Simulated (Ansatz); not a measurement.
# C₂H₉InO: basis-set convergence

The task here is to estimate one member of a computed series from the others.

Method: one geometry, several basis sets; program: Ansatz 0.2.0, Gaussian basis.

The runs, in order: PBE0-D4/def2-SVP; ωB97M-V/def2-SVP; PBE0-D4/def2-QZVPP; ωB97M-V/def2-QZVPP; the functionals' def2-TZVPP values are taken from earlier runs.

**Structure used throughout**

An earlier PBE0-D4 in a triple-zeta def2 set relaxation fixed the geometry. In takes the def2 core potential; no spin-orbit term is included.

SMILES `C[O+](C)[InH3-]`, 13 atoms, charge 0, spin multiplicity 1.

Atoms are counted from 1 here; the program's logs count them from 0.

Bond lengths: C1–O2 1.416 Å, C1–H5 1.089 Å, C1–H6 1.095 Å, C1–H7 1.096 Å, O2–C3 1.416 Å, O2–In4 2.389 Å, C3–H8 1.095 Å, C3–H9 1.096 Å, C3–H10 1.089 Å, In4–H11 1.731 Å, In4–H12 1.731 Å, In4–H13 1.737 Å. Angles: O2–C1–H5 107.3°, O2–C1–H6 110.0°, O2–C1–H7 110.8°, H5–C1–H6 109.6°, H5–C1–H7 109.6°, H6–C1–H7 109.5°, C1–O2–C3 112.7°, C1–O2–In4 115.6°, C3–O2–In4 115.7°, O2–C3–H8 110.0°, O2–C3–H9 110.8°, O2–C3–H10 107.3°, H8–C3–H9 109.5°, H8–C3–H10 109.6°, H9–C3–H10 109.6°, O2–In4–H11 94.8°, O2–In4–H12 94.8°, O2–In4–H13 93.9° and more.

Set-up of the first run:

in.yaml

```yaml
crystal:
  periodic: [false, false, false]
  atoms:
    - {symbol: C, position_ang: [-0.440499, 1.268820, -0.678071]}
    - {symbol: O, position_ang: [-0.312082, 0.233069, 0.278212]}
    - {symbol: C, position_ang: [0.683062, 0.505124, 1.247451]}
    - {symbol: In, position_ang: [-0.325946, -1.990224, -0.597050]}
    - {symbol: H, position_ang: [-1.237225, 0.981617, -1.362615]}
    - {symbol: H, position_ang: [-0.704502, 2.207229, -0.180197]}
    - {symbol: H, position_ang: [0.493085, 1.400920, -1.236107]}
    - {symbol: H, position_ang: [0.440939, 1.428320, 1.783438]}
    - {symbol: H, position_ang: [1.667760, 0.602932, 0.777069]}
    - {symbol: H, position_ang: [0.693489, -0.330730, 1.945348]}
    - {symbol: H, position_ang: [-1.790531, -1.783876, -1.496492]}
    - {symbol: H, position_ang: [-0.338884, -2.757180, 0.954830]}
    - {symbol: H, position_ang: [1.191835, -1.800821, -1.420815]}
basis:
  gaussian: {orbitals: def2-SVP}
hamiltonian: {xc: pbe0, dispersion: d4}
output: {orbitals: {seedname: orbitals}}
```

Launch:

```console
> ansatz run in.yaml --threads 4 --pin off --events-out ev --progress --plain --max-ram 10444MiB
```

Among the steps run: PBE0-D4 in def2-SVP; ωB97M-V in def2-SVP; PBE0-D4 in def2-QZVPP; ωB97M-V in def2-QZVPP.

One table of the session follows, with a row left open; its other results are not shown here.

It belongs to the step «Functionals by basis». 

| functional | basis | HOMO (eV) | LUMO (eV) |
| --- | --- | --- | --- |
| PBE0-D4 | def2-SVP | ? | ? |
| PBE0-D4 | def2-TZVPP | -7.42 | -0.41 |
| PBE0-D4 | def2-QZVPP | -7.43 | -0.44 |
| ωB97M-V | def2-SVP | -9.51 | 1.37 |
| ωB97M-V | def2-TZVPP | -9.64 | 0.92 |
| ωB97M-V | def2-QZVPP | -9.65 | 0.77 |

Q: Estimate the row for PBE0-D4, def2-SVP from the others.

As computed: HOMO (eV): -7.35; LUMO (eV): -0.20. In the column «HOMO (eV)» it is the highest.
